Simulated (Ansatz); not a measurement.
# TiF4: up Jacob's ladder to CCSD(T)

The task here is to estimate one member of a computed series from the others.

Method: functionals in def2-TZVPP, the program's frozen cores in correlated methods; program: Ansatz 0.2.0, Gaussian basis.

Plan: LDA (SPW92), PBE-D4, revPBE-D4, BLYP-D4, r2SCAN-D4, B97M-V, PBE0-D4, B3LYP-D4, r2SCANh-D4, r2SCAN0-D4, HSE06-D4, BHLYP-D4, CAM-B3LYP-D4, LC-ωPBE, ωB97X-V, ωB97M-V, B2PLYP, PBE-QIDH; CCSD(T)/def2-SVP; CCSD(T)/def2-TZVPP; MP2/def2-QZVPP; extrapolation to the limit; RPA on PBE.

### Structure used throughout

All runs share one geometry, relaxed beforehand with PBE0-D4 in a triple-zeta def2 set.

5 atoms, charge 0, spin multiplicity 1.

Atoms are counted from 1 here; the program's logs count them from 0.

Bond lengths: F1–Ti2 1.740 Å, Ti2–F3 1.740 Å, Ti2–F4 1.739 Å, Ti2–F5 1.739 Å. Angles: F1–Ti2–F3 109.5°, F1–Ti2–F4 109.5°, F1–Ti2–F5 109.5°, F3–Ti2–F4 109.5°, F3–Ti2–F5 109.5°, F4–Ti2–F5 109.5°.

The first run:

File in.yaml:

```yaml
crystal:
  periodic: [false, false, false]
  atoms:
    - {symbol: F, position_ang: [0.185223, -0.771530, 1.548170]}
    - {symbol: Ti, position_ang: [0.009858, -0.014667, -0.008209]}
    - {symbol: F, position_ang: [-1.240185, 1.192441, 0.071105]}
    - {symbol: F, position_ang: [-0.417625, -1.215448, -1.191921]}
    - {symbol: F, position_ang: [1.512630, 0.735504, -0.460645]}
basis:
  gaussian: {orbitals: def2-TZVPP}
hamiltonian: {xc: lda}
output: {orbitals: {seedname: orbitals}}
```

Run with:

```console
ansatz run in.yaml --threads 4 --pin off --events-out ev --progress --plain --max-ram 10444MiB
```

Among the steps run: LDA; PBE-D4 (GGA); revPBE-D4 (GGA); BLYP-D4 (GGA); r2SCAN-D4 (meta-GGA); B97M-V (meta-GGA); B3LYP-D4 (hybrid); r2SCANh-D4 (hybrid); r2SCAN0-D4 (hybrid); HSE06-D4 (hybrid); BHLYP-D4 (hybrid); CAM-B3LYP-D4 (range-separated); LC-ωPBE (range-separated); ωB97X-V (range-separated); ωB97M-V (range-separated); B2PLYP (double hybrid); PBE-QIDH (double hybrid).

One table of the session follows, with a row left open; its other results are not shown here.

It belongs to the step «Frontier levels by functional». 

```
  functional  HOMO (eV)  LUMO (eV)  gap (eV)
 LDA (SPW92)     -10.72      -4.35      6.37
      PBE-D4     -10.42      -4.01      6.42
   revPBE-D4     -10.32      -3.89      6.43
     BLYP-D4     -10.38      -3.98      6.40
   r2SCAN-D4     -10.95      -3.99      6.96
      B97M-V     -11.06      -4.00      7.07
     PBE0-D4     -12.52      -3.10      9.42
    B3LYP-D4     -12.22      -3.44      8.78
  r2SCANh-D4     -11.73      -3.64      8.09
  r2SCAN0-D4     -12.91      -3.07      9.84
    HSE06-D4     -12.10      -3.48      8.62
    BHLYP-D4     -14.61      -2.03     12.58
CAM-B3LYP-D4     -14.10      -1.99     12.11
     LC-ωPBE          ?          ?         ?
     ωB97X-V     -15.04      -0.69     14.35
     ωB97M-V     -15.01      -0.70     14.32
```

Q: Estimate the row for LC-ωPBE from the others.

As computed: HOMO (eV): -15.35; LUMO (eV): -0.67; gap (eV): 14.68. In the column «HOMO (eV)» it is the lowest.
